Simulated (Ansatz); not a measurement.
# InSb3: a line through an energy map

One table from this session's results is given with a row withheld; the runs are named, their logs left out.

Program: Ansatz 0.2.0. Level of theory: DFT PBE, scalar-relativistic, plane waves, PAW. These are calculated values, not measurements.

16 further runs of the same task are left out: 16 set aside as unsound or not needed.

**The structure to begin with**

The structure is cubic, space group Pm-3m (No. 221). The conventional cell has a = 4.814 Å, b = 4.814 Å, c = 4.814 Å, α = 90.00°, β = 90.00°, γ = 90.00°. In (site symmetry m-3m) is surrounded by 12 Sb at 3.40 Å. Sb (site symmetry 4/mmm) has 4 In at 3.40 Å and 8 Sb at 3.40 Å as nearest neighbours.

As a file:

```cif
data_structure
_symmetry_space_group_name_H-M 'Pm-3m'
_symmetry_Int_Tables_number 221
_cell_length_a 4.8139
_cell_length_b 4.8139
_cell_length_c 4.8139
_cell_angle_alpha 90.000
_cell_angle_beta 90.000
_cell_angle_gamma 90.000
_cell_volume 111.55
loop_
_atom_site_label
_atom_site_type_symbol
_atom_site_symmetry_multiplicity
_atom_site_Wyckoff_symbol
_atom_site_fract_x
_atom_site_fract_y
_atom_site_fract_z
_atom_site_occupancy
In1 In 1 a 0.00000 0.00000 0.00000 1
Sb1 Sb 3 c 0.50000 0.00000 0.50000 1
```

It goes back to an entry of the Materials Project, which need not be the stable form.

This cell was relaxed beforehand with the same method: volume 27.89 Å³/atom, gap on the mesh none (metal).

**The scan**

The energy is mapped over volume and the cell's shape.

The axes are (1) volume per atom: 7 values from 25.66 to 30.12 Å³; (2) c/a of the conventional cell: 7 values from 0.834 to 1.200.

Nothing else is relaxed (symmetry fixes all fractional coordinates). Energies count from the relaxed crystal. Points are written as (first, second).

Set-up of the first run:

The input, input.yaml:

```yaml
crystal:
  lattice:
    - [4.5882348816, 0.0, 0.0]
    - [0.0, 4.5882348816, 0.0]
    - [0.0, 0.0, 4.8749995617]
  atoms:
    - { symbol: In, position: [0.0, 0.0, 0.0] }
    - { symbol: Sb, position: [0.5, 0.0, 0.5] }
    - { symbol: Sb, position: [0.0, 0.5, 0.5] }
    - { symbol: Sb, position: [0.5, 0.5, 0.0] }
basis:
  ecutwfc: 420
kpoints:
  mp_grid: { grid: [10, 10, 10] }
hamiltonian:
  xc: pbe
  pseudopotentials: { kind: paw, azcp: { folder: soft_1 } }
scf:
  occupations: { method: gaussian, width: 0.15 }
output:
  forces: true
  stress: true
  eigenvalues: true
  write_density: true
  write_potential: true
  elf: true
  volumetric_format: npy
```

Started as:

```console
> ansatz run input.yaml --threads 2 --pin off --max-ram 4096MiB --backend cpu --events-out ev --progress --plain --runs-dir out
```

Steps of the session up to this table: The run at (25.66 Å³, 1.062); Grid point (26.40 Å³, 1.062); Point (27.14 Å³, 1.062); Grid point (27.89 Å³, 1.062); Point (28.63 Å³, 1.062); Point (29.38 Å³, 1.062).

One table of the session follows, with a row left open; its other results are not shown here.

| volume per atom (Å³) | energy (meV/atom) | slope (meV/atom per Å³) | pressure (GPa) |
| --- | --- | --- | --- |
| 25.66 | 34.3 | −32.4 | 5.2 |
| 26.40 | 15.0 | −20.0 | 3.2 |
| 27.14 | 4.2 | −9.3 | 1.5 |
| 27.89 | ? | ? | ? |
| 28.63 | 3.6 | 7.7 | −1.2 |
| 29.38 | 11.9 | 14.4 | −2.3 |
| 30.12 | 24.8 | 20.2 | −3.2 |

Estimate the missing values for volume per atom (Å³) = 27.89.

Worked estimate for «energy (meV/atom)». A straight line through the neighbours (27.14, 4.2) and (28.63, 3.6) gives 4.2 + (3.6 − 4.2) × (27.89 − 27.14) / (28.63 − 27.14) = 3.9; a parabola fitted to 4 rows on both sides gives 0.7.

The run gave: energy (meV/atom): 0.7; slope (meV/atom per Å³): −0.2; pressure (GPa): 0.0. In «energy (meV/atom)» the line misses by +3.2 and the parabola by 0.0.

Energies count from the relaxed crystal. Rows without a step come from runs not printed here or follow by symmetry. Slopes come from the forces (and the stress, where the cell changes), not from differences of energies.

In words: Along the line the energy is lowest at 27.89 Å³, 0.7 meV/atom from the zero. A fit to energies and slopes at the lowest point and its two neighbours puts the minimum at 27.903 Å³, with a curvature of about 11 meV/atom per (Å³)². V·d²E/dV² there is about 51 GPa, a bulk modulus under this line's constraint. The well is lopsided: two grid steps out, the energy rises by 14.2 meV/atom towards smaller values and 11.2 meV/atom towards larger ones. The highest point computed, at 25.66 Å³, lies 33.6 meV/atom above the lowest. This is one cut through a surface in two coordinates; the map's lowest point lies off it. The runs treat Sb without spin-orbit coupling.
